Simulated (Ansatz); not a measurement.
Which YAML input does this script hand to the engine? (the Ansatz DFT code, driven from Python)

Script `dfpt_al.py`:
```python
'''Zone-centre and zone-boundary phonons of Al by linear response.'''

from pathlib import Path

import ansatz as az
import numpy as np

xtal = (
    az.Lattice.of((-1.59121869, 1.59121869, 1.59121869), (1.59121869, -1.59121869, 1.59121869), (1.59121869, 1.59121869, -1.59121869))
    .atom('Al', (0.0, 0.0, 0.0))
)

calculation = (
    xtal.calculation()
    .functional('lda')
    .occupations('Methfessel-Paxton', width=0.05)
    .kpoints(14, 14, 14)
    .phonons('dfpt', points=[(0, 0, 0), (0.5, 0, 0.5)])
)
out = calculation.run(threads=1, backend='cpu', runs_dir='runs')
ph = out.phonons

for q in ph.qpoints:
    thz = np.asarray(q.omega_inv_cm) / 33.35641
    print('q = ({:.2f}, {:.2f}, {:.2f})'.format(*q.q_frac), np.round(thz, 2) + 0.0, 'THz')
```

Output of `python dfpt_al.py`:
```text
DeckWarning: basis.ecutwfc = 420 eV, auto-derived from the records' recommended cutoffs: set by Al (normal level)
RunWarning: eigensolver did not converge (k=1): 1 band(s) unlocked after 20 sweeps at ethr=1.00e-12 eV (lowest unlocked band 5, counted from 0; max residual 2.03e-3 eV among the unlocked bands, 2.03e-3 eV over every band); it also stands for any lines of this kind, at other spin channels or k-points, that are folded [...]
q = (0.00, 0.00, 0.00) [0. 0. 0.] THz
q = (0.50, 0.00, 0.50) [-3.41  6.13  7.09] THz
```
(Warnings from the package without file and line, shortened.)

`input.yaml`:
```yaml
crystal:
  lattice:
    - [-1.59121869, 1.59121869, 1.59121869]
    - [1.59121869, -1.59121869, 1.59121869]
    - [1.59121869, 1.59121869, -1.59121869]
  atoms:
    - { symbol: Al, position: [0.0, 0.0, 0.0] }
kpoints:
  mp_grid:
    grid: [14, 14, 14]
hamiltonian:
  xc: lda
scf:
  occupations:
    method: methfessel_paxton
    width: 0.05
phonons:
  method: dfpt
  qpoints:
    - [0.0, 0.0, 0.0]
    - [0.5, 0.0, 0.5]
```

What to keep in mind:
- The cell isn't relaxed first, so the values belong to this volume.
- A negative frequency stands for an imaginary mode.
- This isn't the structure that Al takes at ambient conditions.
- The structure is taken as given; imaginary modes can come from an unrelaxed or unstable start. Phonons of metals also depend on mesh and smearing.
- Hardware and time: 10 s on 1 thread of Arm Neoverse V1, on a shared host, peak memory 0.5 GiB.
